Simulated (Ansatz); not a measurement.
# W: the cost of one run

Method: DFT PBE, scalar-relativistic, plane waves, PAW, in Ansatz 0.2.0.

1 further run of the same task is left out (set aside as unsound or not needed).

### Step 1. The system as given

It takes space group Cmmm (No. 65, orthorhombic). The conventional cell has a = 3.184 Å, b = 4.502 Å, c = 24.004 Å, α = 90.00°, β = 90.00°, γ = 90.00°. W (site symmetry mm2) has 6 W at 2.69 to 2.76 Å as nearest neighbours. W (site symmetry mm2) has 8 W at 2.69 to 2.76 Å as nearest neighbours. W (site symmetry mmm) has 8 W at 2.76 Å as nearest neighbours.

Structure file:

```cif
data_structure
_symmetry_space_group_name_H-M 'Cmmm'
_symmetry_Int_Tables_number 65
_cell_length_a 3.1835
_cell_length_b 4.5022
_cell_length_c 24.0044
_cell_angle_alpha 90.000
_cell_angle_beta 90.000
_cell_angle_gamma 90.000
_cell_volume 344.06
loop_
_atom_site_label
_atom_site_type_symbol
_atom_site_symmetry_multiplicity
_atom_site_Wyckoff_symbol
_atom_site_fract_x
_atom_site_fract_y
_atom_site_fract_z
_atom_site_occupancy
W1 W 4 l 0.50000 0.00000 0.81570 1
W2 W 4 k 0.00000 0.00000 0.90602 1
W3 W 2 b 0.50000 0.00000 0.00000 1
```

Planes are indexed in the bulk's conventional cell (Im-3m (No. 229)), a = 3.184 Å, b = 3.184 Å, c = 3.184 Å, α = 90.00°, β = 90.00°, γ = 90.00°.

As cut, it was a (110) slab, 9.0 Å thick as cut, with 15 Å of vacuum; its outer planes are W (top) and W (bottom); it was relaxed in an earlier run.

### Step 2. Bands of the relaxed slab

The cell repeats along c, and a dipole correction in the vacuum removes the field between the copies.

File input.yaml:

```yaml
crystal:
  lattice:
    - [2.7570339078, 0.0, 0.0]
    - [-0.9190113026, 2.5993564963, 0.0]
    - [0.0, 0.0, 24.004435037]
  atoms:
    - { symbol: W, position: [0.5, 0.5, 0.3156987569] }
    - { symbol: W, position: [0.0, 0.0, 0.4060198311] }
    - { symbol: W, position: [0.5, 0.5, 0.4999999976] }
    - { symbol: W, position: [0.0, 0.0, 0.5939801708] }
    - { symbol: W, position: [0.5, 0.5, 0.6843012437] }
basis:
  ecutwfc: 420
kpoints:
  mp_grid: { grid: [13, 13, 1] }
  band_path:
    path: [[0.5, 0, 0], [0, 0, 0], [0, 0.5, 0], [0.5, 0.5, 0], [0, 0, 0]]
    npoints: 12
hamiltonian:
  xc: pbe
scf:
  occupations: { method: gaussian, width: 0.1 }
  n_extra_bands: 16
output:
  forces: true
  eigenvalues: true
  populations: true
  fatbands: true
  write_density: true
  write_potential: true
  elf: true
  volumetric_format: npy
efield:
  axis: 3
  dipole_correction: true
  ramp_width: 0.04
```

Run with:

```sh
$ ansatz run input.yaml --threads 2 --pin off --max-ram 5632MiB --backend cpu --events-out ev --progress --plain --runs-dir out
```

Q: Estimate wall time and peak memory on 2 threads of Arm Neoverse V1, shared host.

About 55 s, with a peak of 0.64 GiB.
